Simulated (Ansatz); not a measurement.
# CH₃LiTe: single points off equilibrium

The task here is to estimate one member of a computed series from the others.

The runs use Ansatz 0.2.0, Gaussian basis; single points in def2-TZVPP.

Correlated methods freeze the cores. Filled d shells of the heavier atoms are correlated. Core potentials replace the inner electrons past krypton, and spin-orbit coupling is left out. The outer core shell of Li, Na, Mg and K is correlated.

## Where the work starts

SMILES `[Li][Te]C`, 6 atoms, charge 0, spin multiplicity 1.

Atoms are counted from 1 here; the program's logs count them from 0.

Bond lengths: Li1–Te2 2.505 Å, Te2–C3 2.379 Å, C3–H4 1.031 Å, C3–H5 1.117 Å, C3–H6 1.079 Å. Angles: Li1–Te2–C3 70.3°, Te2–C3–H4 103.6°, Te2–C3–H5 97.2°, Te2–C3–H6 105.5°, H4–C3–H5 117.1°, H4–C3–H6 106.9°, H5–C3–H6 123.4°.

Coordinates:

```tsv
atom	x (Å)	y (Å)	z (Å)
Li1	-0.67920	-2.07910	-0.01950
Te2	1.36610	-0.92010	0.84430
C3	-0.05200	0.65690	-0.23390
H4	0.47610	1.54030	-0.17320
H5	-0.93070	0.54200	0.44600
H6	-0.06430	0.37020	-1.27360
```

Set-up of the first run:

run/in.yaml

```yaml
crystal:
  periodic: [false, false, false]
  atoms:
    - {symbol: Li, position_ang: [-0.679200, -2.079100, -0.019500]}
    - {symbol: Te, position_ang: [1.366100, -0.920100, 0.844300]}
    - {symbol: C, position_ang: [-0.052000, 0.656900, -0.233900]}
    - {symbol: H, position_ang: [0.476100, 1.540300, -0.173200]}
    - {symbol: H, position_ang: [-0.930700, 0.542000, 0.446000]}
    - {symbol: H, position_ang: [-0.064300, 0.370200, -1.273600]}
basis:
  gaussian: {orbitals: def2-TZVPP}
correlation: {method: ccsd_t}
output: {forces: true}
```

No record of the launch command was kept for these runs.

Among the steps run: CCSD(T)/def2-TZVPP; PBE0-D4/def2-TZVPP; wB97M-V/def2-TZVPP; r2SCAN-D4/def2-TZVPP; PBE-D4/def2-TZVPP; CAM-B3LYP-D4/def2-TZVPP; r2SCAN0-D4/def2-TZVPP.

One table of the session follows, with a row left open; its other results are not shown here.

| method | RMS force component (eV/Å) | angle to CCSD(T) forces (°) | dipole (D) |
| --- | --- | --- | --- |
| CCSD(T) | 1.049 | reference | 7.16 |
| PBE0-D4 | 1.081 | 2.6 | 6.97 |
| wB97M-V | ? | ? | ? |
| r2SCAN-D4 | 1.033 | 2.3 | 7.09 |
| PBE-D4 | 1.042 | 6.4 | 6.67 |
| CAM-B3LYP-D4 | 1.081 | 4.3 | 7.03 |
| r2SCAN0-D4 | 1.071 | 4.8 | 7.21 |

**Question.** Estimate the row for wB97M-V.

**Answer.** RMS force component (eV/Å): 1.101; angle to CCSD(T) forces (°): 4.3; dipole (D): 7.06. In the column «RMS force component (eV/Å)» it is the highest.
